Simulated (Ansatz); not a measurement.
**C6H16F2Ga2: basis-set convergence**

Aim: see how fast density functionals converge with the basis set for C6H16F2Ga2.

Program: Ansatz 0.2.0, Gaussian basis. Level of theory: one geometry, several basis sets. These are calculated values, not measurements.

Levels to be run: PBE0-D4/def2-SVP; ωB97M-V/def2-SVP; PBE0-D4/def2-QZVPP; ωB97M-V/def2-QZVPP; the functionals' def2-TZVPP values are taken from earlier runs.

1 further run of the same task is left out (it didn't finish).

**1. The relaxed structure**

An earlier PBE0-D4 in a triple-zeta def2 set relaxation fixed the geometry.

SMILES `C[CH2][Ga@-]1([CH3])[F+][Ga@-]([CH3])([CH2]C)[F+]1`, 26 atoms, charge 0, spin multiplicity 1.

Atoms are counted from 1 here; the program's logs count them from 0.

Bond lengths: C1–C2 1.524 Å, C1–H11 1.092 Å, C1–H12 1.093 Å, C1–H13 1.094 Å, C2–Ga3 1.963 Å, C2–H14 1.095 Å, C2–H15 1.095 Å, Ga3–C4 1.955 Å, Ga3–F5 1.960 Å, Ga3–F10 1.958 Å, C4–H16 1.092 Å, C4–H17 1.092 Å, C4–H18 1.091 Å, F5–Ga6 1.958 Å, Ga6–C7 1.955 Å, Ga6–C8 1.964 Å, Ga6–F10 1.961 Å, C7–H19 1.091 Å and more. Angles: C2–C1–H11 111.5°, C2–C1–H12 111.6°, C2–C1–H13 111.6°, H11–C1–H12 107.2°, H11–C1–H13 107.4°, H12–C1–H13 107.3°, C1–C2–Ga3 114.7°, C1–C2–H14 110.5°, C1–C2–H15 110.6°, Ga3–C2–H14 107.3°, Ga3–C2–H15 107.7°, H14–C2–H15 105.6°, C2–Ga3–C4 135.8°, C2–Ga3–F5 107.4°, C2–Ga3–F10 107.0°, C4–Ga3–F5 106.2°, C4–Ga3–F10 106.6°, F5–Ga3–F10 79.5° and more.

Geometry (Å):

```xyz
26

C     1.0351   -0.2600    2.5561
C     0.7419    1.2229    2.3606
Ga   -0.2137    1.6595    0.7026
C    -0.9601    3.2776   -0.1007
F    -1.5261    0.2376    0.3921
Ga   -0.7083   -0.6718   -1.1376
C    -1.6579   -0.0315   -2.7220
C     0.0116   -2.3890   -0.5123
C     1.4675   -2.6156   -0.9141
F     0.6650    0.6710   -0.7414
H     0.1153   -0.8486    2.5889
H     1.6464   -0.6592    1.7432
H     1.5746   -0.4450    3.4899
H     1.6720    1.8018    2.3624
H     0.1519    1.6120    3.1973
H    -1.8348    3.6161    0.4588
H    -0.2293    4.0887   -0.1069
H    -1.2653    3.0809   -1.1295
H    -1.8994    1.0270   -2.6158
H    -1.0453   -0.1574   -3.6174
H    -2.5879   -0.5842   -2.8701
H    -0.6194   -3.1960   -0.8972
H    -0.0917   -2.4094    0.5760
H     1.8512   -3.5614   -0.5199
H     1.5902   -2.6473   -2.0004
H     2.1165   -1.8188   -0.5428
```

**2. PBE0-D4 in def2-SVP**

The input, in.yaml:

```yaml
crystal:
  periodic: [false, false, false]
  atoms:
    - {symbol: C, position_ang: [1.035129, -0.259967, 2.556129]}
    - {symbol: C, position_ang: [0.741902, 1.222934, 2.360609]}
    - {symbol: Ga, position_ang: [-0.213709, 1.659534, 0.702582]}
    - {symbol: C, position_ang: [-0.960128, 3.277567, -0.100728]}
    - {symbol: F, position_ang: [-1.526150, 0.237595, 0.392052]}
    - {symbol: Ga, position_ang: [-0.708331, -0.671808, -1.137553]}
    - {symbol: C, position_ang: [-1.657857, -0.031537, -2.721963]}
    - {symbol: C, position_ang: [0.011649, -2.389003, -0.512316]}
    - {symbol: C, position_ang: [1.467548, -2.615621, -0.914112]}
    - {symbol: F, position_ang: [0.665014, 0.670983, -0.741369]}
    - {symbol: H, position_ang: [0.115331, -0.848559, 2.588944]}
    - {symbol: H, position_ang: [1.646392, -0.659166, 1.743242]}
    - {symbol: H, position_ang: [1.574640, -0.444988, 3.489877]}
    - {symbol: H, position_ang: [1.671972, 1.801770, 2.362450]}
    - {symbol: H, position_ang: [0.151900, 1.611973, 3.197329]}
    - {symbol: H, position_ang: [-1.834785, 3.616051, 0.458807]}
    - {symbol: H, position_ang: [-0.229286, 4.088671, -0.106856]}
    - {symbol: H, position_ang: [-1.265346, 3.080942, -1.129514]}
    - {symbol: H, position_ang: [-1.899405, 1.027046, -2.615823]}
    - {symbol: H, position_ang: [-1.045309, -0.157448, -3.617370]}
    - {symbol: H, position_ang: [-2.587946, -0.584200, -2.870141]}
    - {symbol: H, position_ang: [-0.619427, -3.195961, -0.897180]}
    - {symbol: H, position_ang: [-0.091659, -2.409372, 0.575970]}
    - {symbol: H, position_ang: [1.851169, -3.561350, -0.519878]}
    - {symbol: H, position_ang: [1.590221, -2.647292, -2.000367]}
    - {symbol: H, position_ang: [2.116459, -1.818762, -0.542789]}
basis:
  gaussian: {orbitals: def2-SVP}
hamiltonian: {xc: pbe0, dispersion: d4}
output: {orbitals: {seedname: orbitals}}
```

After this run come: ωB97M-V in def2-SVP; PBE0-D4 in def2-QZVPP; ωB97M-V in def2-QZVPP.

**Question.** What will the summary of the whole plan be? Wanted: PBE0-D4: double and triple zeta above quadruple; ωB97M-V: double and triple zeta above quadruple.

As calculated:

| quantity | value |
| --- | --- |
| PBE0-D4: double and triple zeta above quadruple | 30.07, 3.02 eV |
| ωB97M-V: double and triple zeta above quadruple | 30.50, 2.92 eV |

For PBE0-D4 the step from double to triple zeta gains 27.05 eV and the next only 3.02 eV. These are total energies; as a rule much of such shifts cancels in differences, which this series doesn't test. The LUMO of ωB97M-V is positive and keeps falling with the basis (2.19 to 1.18 eV): an unbound level that the basis holds in place.
